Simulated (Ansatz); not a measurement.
C2H7AlBF, SMILES [CH3][AlH][B](C)F, energies of removing a hydrogen

Program: the Ansatz DFT code, driven from Python.

Script `c2h7albf_bde.py`:
```python
# -*- coding: utf-8 -*-
"""X-H bond energies of C2H7AlBF without relaxation."""

import ansatz as az


def energy(molecule, charge=0, unpaired=0):
    calc = (
        molecule.calculation()
        .basis(gaussian="def2-SVP")
        .functional("CAM-B3LYP")
        .accuracy("medium")
    )
    if charge:
        calc = calc.charge(charge)
    if unpaired:
        calc = calc.spin("collinear", total=unpaired)
    return calc.run(threads=1).report["free_energy_ev"]

def without(molecule, index):
    rest = az.Crystal.molecule()
    for i, site in enumerate(molecule.cartesian_sites):
        if i != index:
            rest = rest.atom(site.symbol, site.position_ang)
    return rest


def main():
    mol = (
        az.Crystal.molecule()
        .atom("C", (-1.8475, -0.5716, 0.7241))
        .atom("Al", (-0.292, 0.5231, 1.2296))
        .atom("B", (1.2956, 0.6115, -0.0652))
        .atom("C", (1.3564, -0.1507, -1.4407))
        .atom("F", (2.5009, 1.3647, 0.3002))
        .atom("H", (-1.6085, -1.5716, 0.5607))
        .atom("H", (-2.2868, -0.1175, -0.2275))
        .atom("H", (-2.6195, -0.4416, 1.5088))
        .atom("H", (-0.2457, 1.3163, 2.6689))
        .atom("H", (2.235, -0.0004, -1.9633))
        .atom("H", (0.4273, 0.2212, -2.0254))
        .atom("H", (1.1618, -1.2386, -1.2363))
    )

    whole = energy(mol, 0)
    hydrogen = energy(az.Crystal.molecule().atom("H", (0, 0, 0)), 0, 1)
    print(f"E(molecule) = {whole:.5f} eV, E(H) = {hydrogen:.5f} eV")
    for index in [7, 8, 11]:
        radical = energy(without(mol, index), 0, 1)
        print(f"H{index}: homolysis {23.060548 * (radical + hydrogen - whole):.1f} kcal/mol")


if __name__ == "__main__":
    main()
```

```console
$ python c2h7albf_bde.py
E(molecule) = -12169.96634 eV, E(H) = -13.54842 eV
H7: homolysis 112.9 kcal/mol
H8: homolysis 87.3 kcal/mol
H11: homolysis 112.2 kcal/mol
```

These settings explore the input space; basis and method may be short of convergence. The geometry is a force-field or estimated start, not a minimum of this method, and the basis set is short of its limit. All parts are taken at fixed geometry, without zero-point energy. The whole script took 34 s on 1 thread of Arm Neoverse V1 (shared host), peak memory 0.38 GiB.
